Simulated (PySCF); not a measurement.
# KP: bond curves at several levels of theory

Aim: find the lowest electronic state of KP, scan its bond at several levels of theory, and get bond length, wavenumber and dissociation energy from each curve.

Computed with PySCF 2.14.0. Level: K 6-31G(d,p), P 6-31G(d,p), no relativity.

## 1. Set-up

Settings of the job:

```json
{
 "atoms": "K, P",
 "charge": "0",
 "basis": "K 6-31G(d,p), P 6-31G(d,p)",
 "Hamiltonian": "no relativity",
 "basis functions": "50",
 "electrons treated": "34",
 "masses in u": "38.9637, 30.9738",
 "levels": "PBE0, PBE, r²SCAN, TPSS, LDA, TPSSh, HF, MP2, SCS-MP2, CCSD, CCSD(T)",
 "grid": "80 radial by 434 angular points",
 "occupations": "held fixed by the projection of orbital angular momentum",
 "dissociation limit": "K + P, each in its ground configuration",
 "starting distance in angstrom": "3.010",
 "values of 2S to try": "0, 2, 4"
}
```

The run is started by

```console
> OMP_NUM_THREADS=1 python dia.py task.json out
```

Further steps of the session: The PBE0 curve of the state that the search chose; Higher solutions at PBE0; PBE; r²SCAN; TPSS; LDA; TPSSh; UHF (mean field); Correlated methods on the Hartree–Fock reference.

What does the calculation give? Wanted: for each run, Re; ωe; De; μ.

As calculated:

Lowest PBE0 solution found, without spin–orbit coupling: ³Σ⁻ (triplet), unpaired electrons π ↑↑. State 2 has its PBE0 minimum 0.35 eV higher, as a spin-mixed determinant (⟨S²⟩ = 1.01), so this is no gap between pure states. State 3 has its PBE0 minimum 0.36 eV higher. State 4 has its PBE0 minimum 0.70 eV higher, as a spin-mixed determinant (⟨S²⟩ = 1.01), so this is no gap between pure states. The other levels ran on the lowest alone.

| level | Re (Å) | ωe (cm⁻¹) | De (eV) | μ (D) |
| --- | --- | --- | --- | --- |
| UHF-CCSD | 3.131 | 178.1 | 0.58 | n/a |
| UHF-CCSD(T) | 3.136 | 182.0 | 0.63 | n/a |
| LDA | 2.971 | 210.1 | 1.60 | -7.79 |
| PBE | 3.039 | 198.0 | 1.37 | -8.04 |
| TPSS | 3.038 | 203.0 | 1.46 | -8.81 |
| r²SCAN | 3.052 | 199.6 | 1.29 | -9.18 |
| TPSSh | 3.034 | 205.6 | 1.40 | -9.20 |
| PBE0 | 3.028 | 206.6 | 1.26 | -9.23 |

De is counted to K + P in their ground configurations. A positive dipole means K(−)P(+). No constants: UHF (fits of two degrees disagree); UHF-MP2 (fits of two degrees disagree); UHF-SCS-MP2 (fits of two degrees disagree).

Bond lengths run from 2.971 Å (LDA) to 3.136 Å (UHF-CCSD(T)). Among the levels with a De in the table, it runs from 0.58 eV (UHF-CCSD) to 1.60 eV (LDA).

Correlated steps freeze 10 core orbitals. T1 is 0.026 near the minimum (highest on the curve 0.062), which may point to more than one leading configuration.
